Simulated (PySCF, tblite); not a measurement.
# C₆H₁₁AlClN: geometry, infrared bands and NMR shifts

Wanted: the infrared bands and NMR shifts of C₆H₁₁AlClN (`C=C[C@@H](C)C#[N+][AlH2-][CH2]Cl`), by calculation.

Programs: tblite 0.8.0 and PySCF 2.14.0, with density-fitted response routines of our own. Each step states its level of theory. These are calculated values for one molecule in the gas phase, unless marked as measured. Atoms are numbered from 0 throughout.

### 1 Starting geometry

20 atoms, charge 0, multiplicity 1; geometry from: force field or distance geometry start.

Bonds of the start (Å): C0–C1 1.33, C1–C2 1.48, C2–C3 1.49, C2–C4 1.47, C4–N5 1.16, N5–Al6 1.88, Al6–C7 1.99, C7–Cl8 1.77, C0–H9 1.11, C0–H10 1.09, C1–H11 1.09, C2–H12 1.12, C3–H13 1.13, C3–H14 1.12, C3–H15 1.11, Al6–H16 1.61, Al6–H17 1.60, C7–H18 1.11, C7–H19 1.11.

### 2 Optimising the geometry with GFN2-xTB

The job: settings as JSON, then the geometry in Å.

```
{"job": {"kind": "relax", "xc": "GFN2-xTB", "basis": "xTB"}, "charge": 0, "multiplicity": 1}
C     -3.386700    -0.711000    -0.879300
C     -2.333100    -0.089200    -1.388400
C     -1.402400     0.758500    -0.609800
C     -1.828300     0.792800     0.820800
C     -0.023000     0.238500    -0.624500
N      1.064700    -0.151000    -0.640700
Al     2.845100    -0.749400    -0.641900
C      3.746200    -0.152700     1.033900
Cl     4.233400     1.539200     0.844900
H     -4.051800    -1.340800    -1.500300
H     -3.701300    -0.638000     0.159700
H     -2.126400    -0.244600    -2.442500
H     -1.458600     1.824900    -0.960000
H     -2.000900    -0.244200     1.226600
H     -1.118500     1.359200     1.468700
H     -2.808800     1.309500     0.891700
H      3.677400    -0.109000    -1.858300
H      2.919100    -2.343700    -0.809900
H      4.653700    -0.783200     1.154600
H      3.095100    -0.255200     1.932200
```

Command:

```bash
OMP_NUM_THREADS=1 python probes_run.py task.json out
```

One launch serves the whole session: the jobs run in the order shown.

**Question.** This job is followed by: GFN2-xTB harmonic vibrations, gas phase; GIAO PBE0/pcSseg-1 NMR shielding, non-relativistic, gas phase. What will the session give for the following? strongest single infrared mode (GFN2-xTB); zero-point energy (GFN2-xTB); 13C shifts against TMS (PBE0/pcSseg-1); 1H shifts against TMS (PBE0/pcSseg-1, means over atoms taken as alike); 15N shifts against NH3 (PBE0/pcSseg-1); 27Al shifts against AlH4- (PBE0/pcSseg-1); 35Cl shifts against HCl (PBE0/pcSseg-1).

As calculated:

```
                                                              quantity                                                     value
                             strongest single infrared mode (GFN2-xTB)                                      810 cm⁻¹, 414 km/mol
                                          zero-point energy (GFN2-xTB)                                             90.9 kcal/mol
                                13C shifts against TMS (PBE0/pcSseg-1)                 138.1, 136.0, 126.7, 27.9, 25.5, 14.4 ppm
1H shifts against TMS (PBE0/pcSseg-1, means over atoms taken as alike)  6.34, 5.94, 5.73, 4.50, 4.26, 3.58, 2.62, 2.45, 1.61 ppm
                                15N shifts against NH3 (PBE0/pcSseg-1)                                                 244.0 ppm
                             27Al shifts against AlH4- (PBE0/pcSseg-1)                                                  38.6 ppm
                               35Cl shifts against HCl (PBE0/pcSseg-1)                                                    21 ppm
```

Relaxing lowered the energy by 0.897 eV in 217 steps; the close pair that moved most is Al6–Cl8, from 3.062 to 2.563 Å. The lowest mode is slightly imaginary (3i cm⁻¹), a soft motion within the noise of the Hessian, so the minimum is not strictly shown. The strongest single mode, at 810 cm⁻¹, moves mainly H16 and H17. GFN2-xTB is a fitted tight-binding method: band positions and strengths are rough. Its intensities can rank the bands wrongly. The most deshielded carbon is C1 (alkene CH), at 138.1 ppm: an sp2 carbon of a C=C bond. H11 (hydrogen on an alkene CH) lies farthest downfield among hydrogen, at 6.34 ppm; olefinic region. At PBE0/pcSseg-1: Shielding is most anisotropic at N5 (span 422 ppm, paramagnetic term -312 ppm).
